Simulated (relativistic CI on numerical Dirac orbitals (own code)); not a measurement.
# Os⁶⁺ (5d2) in crystal fields: levels and magnetism

How does a crystal field split the 5d2 shell of Os⁶⁺, and what follows for the ground state and χT? 6 fields tried.

Program: relativistic CI on numerical Dirac orbitals (own code) version 1. Level of theory: Dirac-Coulomb-Breit CI, KLI orbitals optimised for each configuration, model QED (radiative potential, 1s self-energy scaled to tabulated hydrogen-like ionisation energies), valence Slater integrals scaled by 0.7, one configuration in a parametric crystal field. These are calculated values, not measurements, unless marked.

## (1) What is computed

* ion: Os⁶⁺ (Os VII)
* nuclear charge: 76
* electrons: 70
* open shell: 5d2
* Slater scale: 0.7
* field 1 (cm⁻¹): D3d, 10Dq = 61550, Dsigma = 110, Dtau = -80
* field 2 (cm⁻¹): D3d, 10Dq = 61550, Dsigma = 330, Dtau = -80
* field 3 (cm⁻¹): D3d, 10Dq = 61550, Dsigma = 550, Dtau = -80
* field 4 (cm⁻¹): D3d, 10Dq = 61550, Dsigma = 760, Dtau = -80
* field 5 (cm⁻¹): D3d, 10Dq = 61550, Dsigma = 980, Dtau = -80
* field 6 (cm⁻¹): D3d, 10Dq = 61550, Dsigma = 1200, Dtau = -80

The outer shells:

[Xe] 4f14 5d2
```
[Xe] core
4f [↑↓][↑↓][↑↓][↑↓][↑↓][↑↓][↑↓]
5d [↑ ][↑ ][  ][  ][  ]
```

## (2) Field 1: D3d, 10Dq = 61550, Dsigma = 110, Dtau = -80

The run's settings:

```ini
atom Os  Z=76  charge=6  electrons=70
nucleus A=192  rms_radius_fm=5.4126
hamiltonian dirac-coulomb  breit=on  qed=on  c_scale=1
orbitals kli  potential=per-configuration
slater_scale 0.7
correlation none
mixing on
configurations
  [Xe] 4f14 5d2
end
crystal_field D3d 10Dq=61550 Dsigma=110 Dtau=-80
```

## (3) Field 2: D3d, 10Dq = 61550, Dsigma = 330, Dtau = -80

Settings: those of step 2 with these lines changed.

```diff
@@ -10,2 +10,2 @@
 end
-crystal_field D3d 10Dq=61550 Dsigma=110 Dtau=-80
+crystal_field D3d 10Dq=61550 Dsigma=330 Dtau=-80
```

## (4) Field 3: D3d, 10Dq = 61550, Dsigma = 550, Dtau = -80

Settings: those of step 3 with these lines changed.

```diff
@@ -10,2 +10,2 @@
 end
-crystal_field D3d 10Dq=61550 Dsigma=330 Dtau=-80
+crystal_field D3d 10Dq=61550 Dsigma=550 Dtau=-80
```

## (5) Field 4: D3d, 10Dq = 61550, Dsigma = 760, Dtau = -80

Settings: those of step 4 with these lines changed.

```diff
@@ -10,2 +10,2 @@
 end
-crystal_field D3d 10Dq=61550 Dsigma=550 Dtau=-80
+crystal_field D3d 10Dq=61550 Dsigma=760 Dtau=-80
```

## (6) Field 5: D3d, 10Dq = 61550, Dsigma = 980, Dtau = -80

Settings: those of step 5 with these lines changed.

```diff
@@ -10,2 +10,2 @@
 end
-crystal_field D3d 10Dq=61550 Dsigma=760 Dtau=-80
+crystal_field D3d 10Dq=61550 Dsigma=980 Dtau=-80
```

## (7) Field 6: D3d, 10Dq = 61550, Dsigma = 1200, Dtau = -80

Settings: those of step 6 with these lines changed.

```diff
@@ -10,2 +10,2 @@
 end
-crystal_field D3d 10Dq=61550 Dsigma=980 Dtau=-80
+crystal_field D3d 10Dq=61550 Dsigma=1200 Dtau=-80
```

(Steps that only read results are left out.)

Before running it: what results should come out? Wanted: ground spin.

**Answer**, as computed:

| field | ground state | degeneracy | S | J | first gap (cm⁻¹) | stabilisation (cm⁻¹) | χT at 2 K | χT at 300 K |
| --- | --- | --- | --- | --- | --- | --- | --- | --- |
| 1: D3d | E | 2 | 0.95 | 2.60 | 206 | -39726 | 0.003 | 0.077 |
| 2: D3d | E | 2 | 0.95 | 2.60 | 280 | -39719 | 0.001 | 0.076 |
| 3: D3d | E | 2 | 0.95 | 2.61 | 303 | -39783 | 0.013 | 0.084 |
| 4: D3d | E | 2 | 0.95 | 2.61 | 390 | -39891 | 0.028 | 0.093 |
| 5: D3d | E | 2 | 0.96 | 2.62 | 500 | -40026 | 0.039 | 0.103 |
| 6: D3d | E | 2 | 0.96 | 2.62 | 607 | -40172 | 0.046 | 0.111 |

χT is in cm³ K/mol; stabilisation counts from the free ion's lowest level; S and J come from the expectation values of their squares.

| quantity | value |
| --- | --- |
| ground spin (effective S from ⟨S²⟩) | 1: 0.95, 2: 0.95, 3: 0.95, 4: 0.95, 5: 0.96, 6: 0.96 |
| χT at 300 K | 0.08 to 0.11 cm³ K/mol |

What this shows: S of the ground state lies between 0.95 and 0.96: spin-orbit coupling mixes spin states. The field is a set of parameters, without covalency or charge transfer.
